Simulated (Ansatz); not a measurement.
# U-revPBE/3-21G run of BN (boron nitride)

Aim: the electronic atomisation energy of BN (boron nitride) at U-revPBE/3-21G, from 3 runs. 

The calculation is run with Ansatz 0.2.0.

66 further runs of the same task are left out: 66 set aside as unsound or not needed.

### Step 1. The molecule

BN has 2 atoms, charge 0, and is taken as a triplet. As SMILES, `B#N`. Geometry: relaxed at GFN2-xTB.

Bond lengths: B1–N2 1.268 Å.

### Step 2. A single-point energy at U-revPBE/3-21G

The input, in.yaml:

```yaml
basis:
  gaussian:
    orbitals: 3-21G.json
crystal:
  periodic: [false, false, false]
  atoms:
    - {symbol: B, position_ang: [0.000000, 0.000000, 0.000000]}
    - {symbol: N, position_ang: [0.000000, 0.000000, 1.268430]}
total_charge: 0
magnetization:
  spin_polarized: true
  initial_magnetization: 2
hamiltonian:
  xc: {name: revPBE}
accuracy: high
```

The basis set 3-21G is read from a file made from the Basis Set Exchange's data (not shown).

Launch:

```
$ ansatz run in.yaml --threads 1 --pin off --max-ram 2610MiB --events-out events.jsonl --progress --plain --runs-dir runs
```

The program printed:

```text
Warning: RAYON_NUM_THREADS=1 ignored (pool sized by the plan → 1); use --threads N
Functional definition: revPBE
  name "revPBE"
  parameter kappa = 1.245
  parameter beta = 0.06672455060314922
  exchange = pbe_x(kappa = kappa, mu = beta*pi^2/3)
  correlation = pbe_c(beta = beta)
392 factors; integrals over basis functions are off by at most 3.0e-9 eV
mean field evaluation 1: about -2145.1446 eV, gradient 2.6e1 eV
mean field evaluation 2: about -2109.7289 eV, gradient 7.6e1 eV
mean field evaluation 4: about -2148.0976 eV, gradient 1.3e0 eV
mean field evaluation 8: about -2148.1026 eV, gradient 2.0e-2 eV
mean field evaluation 16: about -2148.1026 eV, gradient 2.7e-7 eV
mean field evaluation 32: about -2147.1311 eV, gradient 3.3e-3 eV
mean field -2148.10263840 eV, -78.9413159251 hartree, gradient 1.7e-8 eV, S^2 2.001568; 6 other end points of the search recorded, 0 dependent functions left out
reference -2148.10264051 eV, -78.9413160025 hartree; 7, 5 occupied and 11, 13 virtual orbitals, 392 factors
Total energy: -2148.10264051 eV, -78.9413160025 hartree
```

Run time: 0.56 s. Hardware: 1 thread of AMD EPYC 9R45 (Zen 5), shared host.

### Step 3. The B atom at the same level

The input, in.yaml:

```yaml
crystal:
  periodic: [false, false, false]
  atoms:
    - {symbol: B, position_ang: [0.000000, 0.000000, 0.000000]}
basis:
  gaussian:
    orbitals: 3-21G.json
magnetization:
  spin_polarized: true
  initial_magnetization: 1
accuracy: high
hamiltonian:
  xc: {name: revPBE}
```

The basis set 3-21G is read from a file made from the Basis Set Exchange's data (not shown).

Run the same way, it converges to -24.50674 Eh (log not shown).

### Step 4. The N atom at the same level

The input, in.yaml:

```yaml
crystal:
  periodic: [false, false, false]
  atoms:
    - {symbol: "N", position_ang: [0.000000, 0.000000, 0.000000]}
basis:
  gaussian:
    orbitals: 3-21G.json
magnetization:
  spin_polarized: true
  initial_magnetization: 3
hamiltonian:
  xc: {name: revPBE}
accuracy: high
```

The basis set 3-21G is read from a file made from the Basis Set Exchange's data (not shown).

Run the same way, it converges to -54.27657 Eh (log not shown).

### Step 5. What came out

At U-revPBE/3-21G:

| quantity | value |
| --- | --- |
| molecule: total energy | -78.94132 Eh |
| molecule: ⟨S²⟩ | 2.002 |
| B atom: total energy | -24.50674 Eh |
| B atom: ⟨S²⟩ | 0.750 |
| N atom: total energy | -54.27657 Eh |
| N atom: ⟨S²⟩ | 3.751 |
| electronic atomisation energy | 4.300 eV |

Taking the molecule apart into free atoms costs 4.30 eV (99 kcal/mol), before zero-point energy and without spin-orbit coupling. The basis has no polarisation functions, which makes bonds too weak.
